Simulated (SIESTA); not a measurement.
An input for SIESTA 5.4.2 (Ti):

Ti.fdf

```
SystemName                      Ti
SystemLabel                     Ti
NumberOfSpecies                 1
NumberOfAtoms                   6
%block ChemicalSpeciesLabel
  1  22 Ti
%endblock ChemicalSpeciesLabel

LatticeConstant                 1.0 Ang
%block LatticeVectors
     2.9499978604     0.0000000000     0.0000000000
    -1.4749989302     2.5547730882     0.0000000000
     0.0000000000     0.0000000000    26.7150000000
%endblock LatticeVectors
AtomicCoordinatesFormat         Ang
%block AtomicCoordinatesAndAtomicSpecies
     1.4749989302     0.8515910296     7.5000000000  1
     0.0000000000     1.7031820586     9.8430000000  1
     1.4749989302     0.8515910296    12.1860000000  1
     0.0000000000     1.7031820586    14.5290000000  1
     1.4749989302     0.8515910296    16.8720000000  1
     0.0000000000     1.7031820586    19.2150000000  1
%endblock AtomicCoordinatesAndAtomicSpecies

%block kgrid.MonkhorstPack
   10   0   0  0.0
    0  10   0  0.0
    0   0   1  0.0
%endblock kgrid.MonkhorstPack
XC.Functional                   GGA
XC.Authors                      PBE
PAO.BasisSize                   DZP
PAO.EnergyShift                 0.003 Ry
Mesh.Cutoff                     800 Ry
OccupationFunction              FD
ElectronicTemperature           0.05 eV
Slab.DipoleCorrection           vacuum
MaxSCFIterations                100
SCF.MustConverge                false
SCF.Mixer.Method                Pulay
SCF.Mixer.Weight                0.25
SCF.Mixer.History               8
SCF.DM.Tolerance                5.0e-05
SCF.H.Tolerance                 1.0e-03 eV
WriteForces                     true
Charge.Mulliken                 end
Charge.Hirshfeld                end
Charge.Voronoi                  end
SaveRho                         true
SaveElectrostaticPotential      true
%block PAO.Basis
  Ti 5
  n=3 0 2
    3.144 0.000
  n=4 0 2
    8.756 0.000
  n=3 1 2
    3.568 0.000
  n=4 1 1
    8.756
  n=3 2 2
    6.267 0.000
%endblock PAO.Basis
Spin                            spin-orbit
```

Potentials or basis: PseudoDojo 0.4 standard (PBE files), DZP (energy shift 0.003 Ry; two zetas on semicore shells).

Run with:

```bash
$ siesta Ti.fdf > Ti.out 2>&1
```

Problem. Does this run start?

Solution. The run stopped without a result. It printed:

Ti.out:

```text
Version         : 5.4.2

                           ***********************
                           *  WELCOME TO SIESTA  *
                           ***********************

 NOTE: Siesta V5 introduces some new defaults for basis-set generation
 NOTE: which might lead to slightly different numerical results.
 NOTE: Please see the manual for full details and compatibility measures.

[... 108 lines left out ...]

xc_check: Exchange-correlation functional:
xc_check: GGA Perdew, Burke & Ernzerhof 1996
Got Vlocal (oncv-fit) from psml data
Choosing vlocal chloc cutoff:  3.029916
qtot up to nchloc:   12.00014866
atom: Maximum radius for chlocal:    3.02992
atom: Maximum radius for r*vlocal+2*Zval:    3.02992
Reading KB projs from Ti psml data
The PSML file does not contain lj projs
Stopping Program from Node:    0
The PSML file does not contain lj projs
Stopping Program from Node:    0
```
